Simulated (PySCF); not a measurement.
# B₂F₂H₄Sn: NMR shieldings, spin-spin couplings, relativistic core levels, part 1 of 2

Aim: compute the NMR shieldings, spin-spin couplings, relativistic core levels of B₂F₂H₄Sn (`[BH2][SnH2][B](F)F`).

Computed with PySCF 2.14.0 and routines of our own; the level stands in each step. Atoms count from 0.

## 1. The system as given

9 atoms, charge 0, multiplicity 1; geometry from: GFN2-xTB.

## 2. Relaxing the molecule at PBE0-D3(BJ)/def2-SVP

The job: settings as JSON, then the geometry in Å.

```
{"job": {"xc": "PBE0", "basis": "def2-SVP", "d3": "d3bj", "grid": 1, "maxiter": 30, "shake": 0.01, "kind": "geom"}, "charge": 0, "multiplicity": 1}
B      1.913520    -0.553080     0.181830
Sn     0.108310     0.698650    -0.135190
B     -1.883200    -0.384590    -0.018510
F     -2.502280    -0.537290     1.103250
F     -2.443760    -0.977000    -1.042390
H      2.262260    -0.767190     1.249360
H      2.473120    -0.980620    -0.729300
H      0.015620     1.978210     0.929690
H      0.114210     1.505760    -1.572480
```

Launch:

```bash
OMP_NUM_THREADS=1 python heavy_run.py task.json out
```

This one command runs all jobs of the session in turn.

Log:

```text
step   0  E = -465.68025390  max force = 0.030969
step   1  E = -465.68791877  max force = 0.006863
step   2  E = -465.68847372  max force = 0.002252
step   3  E = -465.68850975  max force = 0.000981
step   4  E = -465.68851796  max force = 0.000742
step   5  E = -465.68850706  max force = 0.001476
step   6  E = -465.68849810  max force = 0.001429
step   7  E = -465.68850336  max force = 0.000580
step   8  E = -465.68850526  max force = 0.000312
optimisation converged
```

Run time: 57 s. Hardware: 1 thread of Arm Neoverse N1, shared host; peak memory 0.42 GiB.

Relaxation path:

```
step  energy from step 0 (eV)  largest force component (eV/Å)
   0                   0.0000                          1.5925
   1                  -0.2086                          0.3529
   2                  -0.2237                          0.1158
   3                  -0.2247                          0.0504
   4                  -0.2249                          0.0382
   5                  -0.2246                          0.0759
   6                  -0.2243                          0.0735
   7                  -0.2245                          0.0298
   8                  -0.2245                          0.0160
```

Close pairs (by a distance rule), those that changed most:

| bond | before (Å) | after (Å) | change (Å) |
| --- | --- | --- | --- |
| Sn1–H8 | 1.648 | 1.716 | +0.068 |
| B0–H5 | 1.143 | 1.207 | +0.064 |
| B0–H6 | 1.152 | 1.207 | +0.056 |
| Sn1–H7 | 1.667 | 1.715 | +0.048 |
| B2–F3 | 1.290 | 1.317 | +0.027 |
| B0–Sn1 | 2.219 | 2.246 | +0.026 |
| B2–F4 | 1.309 | 1.317 | +0.008 |
| Sn1–B2 | 2.270 | 2.270 | -0.000 |

The end geometry stands in the next job.

```csv
at the end point,value
"rotational constants (GHz, main isotopes)","4.623, 1.361, 1.353"
dipole moment (D),1.02
```

## 3. NMR shieldings: PBE0/pcJ-1 Sn:dyall-v2z, spin–orbit

The job: settings as JSON, then the geometry in Å.

```
{"job": {"kind": "hnmr", "xc": "PBE0", "basis": {"default": "pcJ-1", "Sn": "dyall-v2z"}, "rel": "so"}, "charge": 0, "multiplicity": 1}
B      1.778544    -0.268588     0.080120
Sn    -0.011456     1.063286    -0.175448
B     -1.902597    -0.166916     0.075850
F     -2.476187    -0.354082     1.247026
F     -2.474510    -0.747867    -0.958397
H      2.201899    -0.521346     1.182016
H      2.317546    -0.772577    -0.875360
H     -0.036774     2.313639     0.998148
H     -0.058397     1.767763    -1.739624
```

Method: PBE0/pcJ-1 Sn:dyall-v2z GIAO NMR shielding, X2C with spin-orbit coupling, screened-nuclear two-electron part, Gaussian nuclei, gas phase.

Log:

```text
spin-free SCF
coarse grid: 38880 points
cycle   1  E = -6427.9655325711  dE =  3.477e-03  |g| = 6.191e-01  |ddm| = 2.646e+00
cycle   2  E = -6427.9061809874  dE =  5.935e-02  |g| = 9.000e-01  |ddm| = 6.637e-01
cycle   3  E = -6428.0211354341  dE = -1.150e-01  |g| = 2.546e-02  |ddm| = 4.108e-01
cycle   4  E = -6428.0212498713  dE = -1.144e-04  |g| = 6.792e-03  |ddm| = 2.622e-02
cycle   5  E = -6428.0212567431  dE = -6.872e-06  |g| = 3.641e-03  |ddm| = 8.126e-03
cycle   6  E = -6428.0212576807  dE = -9.376e-07  |g| = 3.551e-04  |ddm| = 1.751e-03
final grid: 81160 points
cycle   7  E = -6428.0217866460  dE = -2.826e-06  |g| = 2.975e-03  |ddm| = 8.662e-04
cycle   8  E = -6428.0217866429  dE =  3.173e-09  |g| = 2.894e-04  |ddm| = 2.980e-04
cycle   9  E = -6428.0217866332  dE =  9.646e-09  |g| = 3.920e-04  |ddm| = 3.093e-04
cycle  10  E = -6428.0217866543  dE = -2.112e-08  |g| = 2.094e-05  |ddm| = 1.720e-04
cycle  11  E = -6428.0217866544  dE = -4.002e-11  |g| = 5.124e-06  |ddm| = 1.416e-05
converged SCF energy = -6428.0217866544
two-component SCF
cycle   1  E = -6427.3737152905  dE = -6.427e+03  |FDS-SDF| = 9.771e+01
cycle   2  E = -6428.8575701729  dE = -1.484e+00  |FDS-SDF| = 3.260e-01
cycle   3  E = -6428.8580344890  dE = -4.643e-04  |FDS-SDF| = 1.098e-02
cycle   4  E = -6428.8580391218  dE = -4.633e-06  |FDS-SDF| = 6.483e-03
cycle   5  E = -6428.8580406774  dE = -1.556e-06  |FDS-SDF| = 1.354e-03
cycle   6  E = -6428.8580408418  dE = -1.644e-07  |FDS-SDF| = 2.754e-04
cycle   7  E = -6428.8580408546  dE = -1.281e-08  |FDS-SDF| = 7.185e-05
converged, E = -6428.8580408546

Field gradients (au) and densities at the nuclei (bohr^-3)
atom        Vxx        Vyy        Vzz        centre      nuclear mean
  0 B     -0.2500    -0.3527     0.6027         70.985         70.984
  1 Sn     0.3380     0.4367    -0.7747     188487.520     183407.448
  2 B     -0.0901    -0.2270     0.3170         70.872         70.872
  3 F     -0.0861    -1.1780     1.2640        449.478        449.459
  4 F     -0.0786    -1.1805     1.2591        449.478        449.459
  5 H     -0.0810    -0.1157     0.1967          0.451          0.451
  6 H     -0.0808    -0.1158     0.1966          0.451          0.451
  7 H     -0.0548    -0.0568     0.1116          0.388          0.388
  8 H     -0.0546    -0.0565     0.1111          0.389          0.389
without picture change
  1 Sn                          -0.8427                    399743.730

Core orbital energies (eV)
atom   shell        mean    spread
  1 Sn 1s       -29054.265   0.000
  1 Sn 2s        -4409.405   0.000
  1 Sn 3s         -860.939   0.000
  1 Sn 4s         -140.257   0.000
  1 Sn 5s          -15.215   0.000
  1 Sn 2p1/2     -4115.483   0.000
  1 Sn 2p3/2     -3885.268   0.004
  1 Sn 3p1/2      -741.360   0.000
  1 Sn 3p3/2      -698.848   0.012
  1 Sn 4p1/2       -99.968   0.000
  1 Sn 4p3/2       -92.294   0.020
  1 Sn 3d3/2      -488.133   0.011
  1 Sn 3d5/2      -479.492   0.015
  1 Sn 4d3/2       -28.934   0.024
  1 Sn 4d5/2       -27.865   0.081

Shielding tensors (ppm)
atom      isotropic    diamagn.    paramagn.     s11        s22        s33       span
  0 B       -34.96      194.07     -229.03    -191.03     -59.48     145.64     336.68
  1 Sn     3992.69     4734.95     -742.26    3872.26    4032.71    4073.08     200.82
  2 B        67.30      194.45     -127.15      33.17      81.09      87.63      54.46
  3 F       180.73      466.17     -285.44     -45.98     266.37     321.81     367.79
  4 F       178.44      466.30     -287.85     -49.28     263.85     320.77     370.04
  5 H        19.21       28.87       -9.66       4.12      25.86      27.67      23.55
  6 H        19.19       28.85       -9.66       4.33      25.67      27.58      23.25
  7 H        27.52       27.58       -0.07      20.08      21.22      41.25      21.16
  8 H        27.74       27.68        0.06      20.20      21.84      41.18      20.98
```

Run time: 4.5 min. Hardware: 1 thread of Arm Neoverse N1, shared host; peak memory 1.5 GiB.

In short:

| quantity | value |
| --- | --- |
| energy from spin-orbit coupling | -0.8363 Eh |

## 4. Spin-spin couplings: PBE0/pcJ-1 Sn:dyall-v2z, spin–orbit

The job, as its differences from that of step 3:

```diff
@@ -1,2 +1,2 @@
-{"job": {"kind": "hnmr", "xc": "PBE0", "basis": {"default": "pcJ-1", "Sn": "dyall-v2z"}, "rel": "so"}, "charge": 0, "multiplicity": 1}
+{"job": {"kind": "hj", "xc": "PBE0", "basis": {"default": "pcJ-1", "Sn": "dyall-v2z"}, "rel": "so", "atoms": [1]}, "charge": 0, "multiplicity": 1}
 B      1.778544    -0.268588     0.080120
```

With the program's defaults for keys left out, this is: PBE0/pcJ-1 Sn:dyall-v2z indirect spin-spin coupling, X2C with spin-orbit coupling, screened-nuclear two-electron part, Gaussian nuclei, gas phase.

Log:

```text
spin-free SCF
coarse grid: 38880 points
cycle   1  E = -6427.9655325711  dE =  3.477e-03  |g| = 6.191e-01  |ddm| = 2.646e+00
cycle   2  E = -6427.9061809874  dE =  5.935e-02  |g| = 9.000e-01  |ddm| = 6.637e-01
cycle   3  E = -6428.0211354341  dE = -1.150e-01  |g| = 2.546e-02  |ddm| = 4.108e-01
cycle   4  E = -6428.0212498713  dE = -1.144e-04  |g| = 6.792e-03  |ddm| = 2.622e-02
cycle   5  E = -6428.0212567431  dE = -6.872e-06  |g| = 3.641e-03  |ddm| = 8.126e-03
cycle   6  E = -6428.0212576807  dE = -9.376e-07  |g| = 3.551e-04  |ddm| = 1.751e-03
final grid: 81160 points
cycle   7  E = -6428.0217866460  dE = -2.826e-06  |g| = 2.975e-03  |ddm| = 8.662e-04
cycle   8  E = -6428.0217866429  dE =  3.173e-09  |g| = 2.894e-04  |ddm| = 2.980e-04
cycle   9  E = -6428.0217866332  dE =  9.646e-09  |g| = 3.920e-04  |ddm| = 3.093e-04
cycle  10  E = -6428.0217866543  dE = -2.112e-08  |g| = 2.094e-05  |ddm| = 1.720e-04
cycle  11  E = -6428.0217866544  dE = -4.002e-11  |g| = 5.124e-06  |ddm| = 1.416e-05
converged SCF energy = -6428.0217866544
two-component SCF
cycle   1  E = -6427.3737152905  dE = -6.427e+03  |FDS-SDF| = 9.771e+01
cycle   2  E = -6428.8575701729  dE = -1.484e+00  |FDS-SDF| = 3.260e-01
cycle   3  E = -6428.8580344890  dE = -4.643e-04  |FDS-SDF| = 1.098e-02
cycle   4  E = -6428.8580391218  dE = -4.633e-06  |FDS-SDF| = 6.483e-03
cycle   5  E = -6428.8580406774  dE = -1.556e-06  |FDS-SDF| = 1.354e-03
cycle   6  E = -6428.8580408418  dE = -1.644e-07  |FDS-SDF| = 2.754e-04
cycle   7  E = -6428.8580408546  dE = -1.281e-08  |FDS-SDF| = 7.185e-05
converged, E = -6428.8580408546

Indirect spin-spin couplings
  i        j     bonds      J/Hz   K/1e19 T2/J   anisotropy/Hz
  1 119Sn   0  11B    1     -556.47      384.99      -532.0
  1 119Sn   2  11B    1     -925.61      640.37      -629.9
  1 119Sn   3  19F    2     -508.77      120.00      -919.2
  1 119Sn   4  19F    2     -524.03      123.60      -910.1
  1 119Sn   5   1H    2      -87.99       19.54        36.9
  1 119Sn   6   1H    2      -86.64       19.23        39.8
  1 119Sn   7   1H    1    -1641.64      364.46      -545.6
  1 119Sn   8   1H    1    -1650.87      366.51      -545.7
```

Wall time 3.7 min (1 thread of Arm Neoverse N1, shared host); peak memory 1.1 GiB.

From this job:

| quantity | value |
| --- | --- |
| energy from spin-orbit coupling | -0.8363 Eh |

## 5. Relativistic core levels: PBE0/pcJ-1 Sn:dyall-v2z, spin–orbit

The job, as its differences from that of step 4:

```diff
@@ -1,2 +1,2 @@
-{"job": {"kind": "hj", "xc": "PBE0", "basis": {"default": "pcJ-1", "Sn": "dyall-v2z"}, "rel": "so", "atoms": [1]}, "charge": 0, "multiplicity": 1}
+{"job": {"kind": "hxps", "xc": "PBE0", "basis": {"default": "pcJ-1", "Sn": "dyall-v2z"}, "rel": "so", "holes": [[1, "3d"]]}, "charge": 0, "multiplicity": 1}
 B      1.778544    -0.268588     0.080120
```

Level: PBE0/pcJ-1 Sn:dyall-v2z core ionisation, delta-SCF with one localised hole, X2C with spin-orbit coupling, screened-nuclear two-electron part, Gaussian nuclei, gas phase.

Log:

```text
spin-free SCF
coarse grid: 38880 points
cycle   1  E = -6427.9655325711  dE =  3.477e-03  |g| = 6.191e-01  |ddm| = 2.646e+00
cycle   2  E = -6427.9061809874  dE =  5.935e-02  |g| = 9.000e-01  |ddm| = 6.637e-01
cycle   3  E = -6428.0211354341  dE = -1.150e-01  |g| = 2.546e-02  |ddm| = 4.108e-01
cycle   4  E = -6428.0212498713  dE = -1.144e-04  |g| = 6.792e-03  |ddm| = 2.622e-02
cycle   5  E = -6428.0212567431  dE = -6.872e-06  |g| = 3.641e-03  |ddm| = 8.126e-03
cycle   6  E = -6428.0212576807  dE = -9.376e-07  |g| = 3.551e-04  |ddm| = 1.751e-03
final grid: 81160 points
cycle   7  E = -6428.0217866460  dE = -2.826e-06  |g| = 2.975e-03  |ddm| = 8.662e-04
cycle   8  E = -6428.0217866429  dE =  3.173e-09  |g| = 2.894e-04  |ddm| = 2.980e-04
cycle   9  E = -6428.0217866332  dE =  9.646e-09  |g| = 3.920e-04  |ddm| = 3.093e-04
cycle  10  E = -6428.0217866543  dE = -2.112e-08  |g| = 2.094e-05  |ddm| = 1.720e-04
cycle  11  E = -6428.0217866544  dE = -4.002e-11  |g| = 5.124e-06  |ddm| = 1.416e-05
converged SCF energy = -6428.0217866544
two-component SCF
cycle   1  E = -6427.3737152905  dE = -6.427e+03  |FDS-SDF| = 9.771e+01
cycle   2  E = -6428.8575701729  dE = -1.484e+00  |FDS-SDF| = 3.260e-01
cycle   3  E = -6428.8580344890  dE = -4.643e-04  |FDS-SDF| = 1.098e-02
cycle   4  E = -6428.8580391218  dE = -4.633e-06  |FDS-SDF| = 6.483e-03
cycle   5  E = -6428.8580406774  dE = -1.556e-06  |FDS-SDF| = 1.354e-03
cycle   6  E = -6428.8580408418  dE = -1.644e-07  |FDS-SDF| = 2.754e-04
cycle   7  E = -6428.8580408546  dE = -1.281e-08  |FDS-SDF| = 7.185e-05
converged, E = -6428.8580408546

Field gradients (au) and densities at the nuclei (bohr^-3)
atom        Vxx        Vyy        Vzz        centre      nuclear mean
  0 B     -0.2500    -0.3527     0.6027         70.985         70.984
  1 Sn     0.3380     0.4367    -0.7747     188487.520     183407.448
  2 B     -0.0901    -0.2270     0.3170         70.872         70.872
  3 F     -0.0861    -1.1780     1.2640        449.478        449.459
  4 F     -0.0786    -1.1805     1.2591        449.478        449.459
  5 H     -0.0810    -0.1157     0.1967          0.451          0.451
  6 H     -0.0808    -0.1158     0.1966          0.451          0.451
  7 H     -0.0548    -0.0568     0.1116          0.388          0.388
  8 H     -0.0546    -0.0565     0.1111          0.389          0.389
without picture change
  1 Sn                          -0.8427                    399743.730

Core orbital energies (eV)
atom   shell        mean    spread
  1 Sn 1s       -29054.265   0.000
  1 Sn 2s        -4409.405   0.000
  1 Sn 3s         -860.939   0.000
  1 Sn 4s         -140.257   0.000
  1 Sn 5s          -15.215   0.000
  1 Sn 2p1/2     -4115.483   0.000
  1 Sn 2p3/2     -3885.268   0.004
  1 Sn 3p1/2      -741.360   0.000
  1 Sn 3p3/2      -698.848   0.012
  1 Sn 4p1/2       -99.968   0.000
  1 Sn 4p3/2       -92.294   0.020
  1 Sn 3d3/2      -488.133   0.011
  1 Sn 3d5/2      -479.492   0.015
  1 Sn 4d3/2       -28.934   0.024
  1 Sn 4d5/2       -27.865   0.081

hole in 3d5/2 of atom 1
cycle   1  E = -6410.1749173713  dE = -6.410e+03  |FDS-SDF| = 4.391e+00
cycle   2  E = -6410.3002046541  dE = -1.253e-01  |FDS-SDF| = 3.596e+00
cycle   3  E = -6410.8447976724  dE = -5.446e-01  |FDS-SDF| = 1.705e-01
cycle   4  E = -6410.8467001530  dE = -1.902e-03  |FDS-SDF| = 1.029e-01
cycle   5  E = -6410.8479957173  dE = -1.296e-03  |FDS-SDF| = 2.592e-02
cycle   6  E = -6410.8480774798  dE = -8.176e-05  |FDS-SDF| = 1.388e-03
cycle   7  E = -6410.8480779092  dE = -4.293e-07  |FDS-SDF| = 4.431e-04
cycle   8  E = -6410.8480779700  dE = -6.086e-08  |FDS-SDF| = 9.794e-05
converged, E = -6410.8480779700

Core binding energies (eV)
atom   line    delta-SCF   -orbital   splitting
  1 Sn 3d5/2     490.076     479.49     8.641
```

Wall time 2.4 min (1 thread of Arm Neoverse N1, shared host); peak memory 1.2 GiB.

From this job:

| quantity | value |
| --- | --- |
| energy from spin-orbit coupling | -0.8363 Eh |

## 6. NMR shieldings: PBE0/pcJ-1 Sn:dyall-v2z, spin-free

The job, as its differences from that of step 5:

```diff
@@ -1,2 +1,2 @@
-{"job": {"kind": "hxps", "xc": "PBE0", "basis": {"default": "pcJ-1", "Sn": "dyall-v2z"}, "rel": "so", "holes": [[1, "3d"]]}, "charge": 0, "multiplicity": 1}
+{"job": {"kind": "hnmr", "xc": "PBE0", "basis": {"default": "pcJ-1", "Sn": "dyall-v2z"}, "rel": "sf"}, "charge": 0, "multiplicity": 1}
 B      1.778544    -0.268588     0.080120
```

With the program's defaults for keys left out, this is: PBE0/pcJ-1 Sn:dyall-v2z GIAO NMR shielding, spin-free X2C, Gaussian nuclei, gas phase.

Log:

```text
spin-free SCF
coarse grid: 38880 points
cycle   1  E = -6427.9655325711  dE =  3.477e-03  |g| = 6.191e-01  |ddm| = 2.646e+00
cycle   2  E = -6427.9061809874  dE =  5.935e-02  |g| = 9.000e-01  |ddm| = 6.637e-01
cycle   3  E = -6428.0211354341  dE = -1.150e-01  |g| = 2.546e-02  |ddm| = 4.108e-01
cycle   4  E = -6428.0212498713  dE = -1.144e-04  |g| = 6.792e-03  |ddm| = 2.622e-02
cycle   5  E = -6428.0212567431  dE = -6.872e-06  |g| = 3.641e-03  |ddm| = 8.126e-03
cycle   6  E = -6428.0212576807  dE = -9.376e-07  |g| = 3.551e-04  |ddm| = 1.751e-03
final grid: 81160 points
cycle   7  E = -6428.0217866460  dE = -2.826e-06  |g| = 2.975e-03  |ddm| = 8.662e-04
cycle   8  E = -6428.0217866429  dE =  3.173e-09  |g| = 2.894e-04  |ddm| = 2.980e-04
cycle   9  E = -6428.0217866332  dE =  9.646e-09  |g| = 3.920e-04  |ddm| = 3.093e-04
cycle  10  E = -6428.0217866543  dE = -2.112e-08  |g| = 2.094e-05  |ddm| = 1.720e-04
cycle  11  E = -6428.0217866544  dE = -4.002e-11  |g| = 5.124e-06  |ddm| = 1.416e-05
converged SCF energy = -6428.0217866544
check of the scalar solution
cycle   1  E = -6428.0217866544  dE = -6.428e+03  |FDS-SDF| = 5.124e-06
cycle   2  E = -6428.0217866545  dE = -1.028e-10  |FDS-SDF| = 7.008e-06
converged, E = -6428.0217866545

Field gradients (au) and densities at the nuclei (bohr^-3)
atom        Vxx        Vyy        Vzz        centre      nuclear mean
  0 B     -0.2502    -0.3526     0.6028         70.985         70.984
  1 Sn     0.3372     0.4351    -0.7723     188375.008     183294.842
  2 B     -0.0900    -0.2271     0.3171         70.873         70.872
  3 F     -0.0859    -1.1780     1.2639        449.478        449.458
  4 F     -0.0785    -1.1805     1.2590        449.478        449.459
  5 H     -0.0810    -0.1157     0.1967          0.451          0.451
  6 H     -0.0808    -0.1158     0.1966          0.451          0.451
  7 H     -0.0549    -0.0568     0.1117          0.388          0.388
  8 H     -0.0547    -0.0565     0.1112          0.389          0.389
without picture change
  1 Sn                          -0.8411                    399756.207

Core orbital energies (eV)
atom   shell        mean    spread
  1 Sn 1s       -29055.579   0.000
  1 Sn 2s        -4409.697   0.000
  1 Sn 3s         -861.020   0.000
  1 Sn 4s         -140.276   0.000
  1 Sn 5s          -15.218   0.000
  1 Sn 2p        -3959.238   0.007
  1 Sn 3p         -712.545   0.020
  1 Sn 4p          -94.763   0.034
  1 Sn 3d         -482.981   0.016
  1 Sn 4d          -28.298   0.136

Shielding tensors (ppm)
atom      isotropic    diamagn.    paramagn.     s11        s22        s33       span
  0 B       -37.34      194.55     -231.89    -194.78     -58.62     141.40     336.18
  1 Sn     3166.36     5138.13    -1971.78    3042.12    3198.31    3258.64     216.52
  2 B        66.96      194.89     -127.93      35.79      76.75      88.34      52.55
  3 F       176.80      469.31     -292.51     -50.43     263.28     317.56     367.99
  4 F       174.57      469.44     -294.87     -53.64     260.65     316.69     370.33
  5 H        19.52       28.86       -9.34       4.40      26.24      27.91      23.51
  6 H        19.49       28.83       -9.34       4.49      26.17      27.81      23.32
  7 H        27.08       27.75       -0.68      19.12      20.17      41.94      22.82
  8 H        27.07       27.84       -0.78      19.32      20.00      41.89      22.57
```

Wall time 87 s (1 thread of Arm Neoverse N1, shared host); peak memory 1.4 GiB.

(Continued in part 2 of 2.)
